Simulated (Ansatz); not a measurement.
# Mn (Mn, hcp): the cost of one run

Computed with Ansatz 0.2.0 (DFT LDA (PW92), plane waves (420 eV) with PAW, scalar-relativistic; PAW files made under PBE, frozen cores solved again for the functional, unless a step says otherwise).

### 1 The starting structure

Symmetry: P6_3/mmc, No. 194, hexagonal system. The conventional cell has a = 2.552 Å, b = 2.552 Å, c = 4.167 Å, α = 90.00°, β = 90.00°, γ = 120.00°. Around Mn (site symmetry -6m2) lie 12 Mn at 2.55 Å.

As a file:

```xyz
2
Lattice="2.5518 0.0000 0.0000 -1.2759 2.2099 0.0000 0.0000 0.0000 4.1671" Properties=species:S:1:pos:R:3 pbc="T T T"
Mn    0.0000    1.4733    1.0418
Mn    1.2759    0.7366    3.1253
```

The atoms start with moments of +3, -3 μB.

### 2 Geometry optimisation

Contents of input.yaml:

```yaml
crystal:
  lattice:
    - [2.5517868831, 0.0, 0.0]
    - [-1.2758934415, 2.2099122658, 0.0]
    - [0.0, 0.0, 4.1670679801]
  atoms:
    - { symbol: Mn, position: [0.3333333333, 0.6666666667, 0.25], spin: 3.0 }
    - { symbol: Mn, position: [0.6666666667, 0.3333333333, 0.75], spin: -3.0 }
hamiltonian:
  xc: lda
  pseudopotentials:
    kind: paw
    azcp:
      Mn: "pseudopotentials/Mn.paw.azcp"
basis:
  ecutwfc: 420
  fft_grid_basis: typed
kpoints:
  mp_grid: { grid: [14, 14, 8], shift: [0, 0, 0] }
magnetization:
  spin_polarized: true
scf:
  occupations: { method: fermi_dirac, width: 0.05 }
relax:
  max_steps: 60
  f_tol: 0.01
  cell: {}
output:
  write_density: true
  write_potential: true
  elf: true
  volumetric_format: npy
```

What time and memory should one allow on 2 threads of Intel Xeon Platinum 8259CL at 2.50GHz (Skylake/Cascade Lake), shared host?

About 65 s, with a peak of 0.53 GiB.
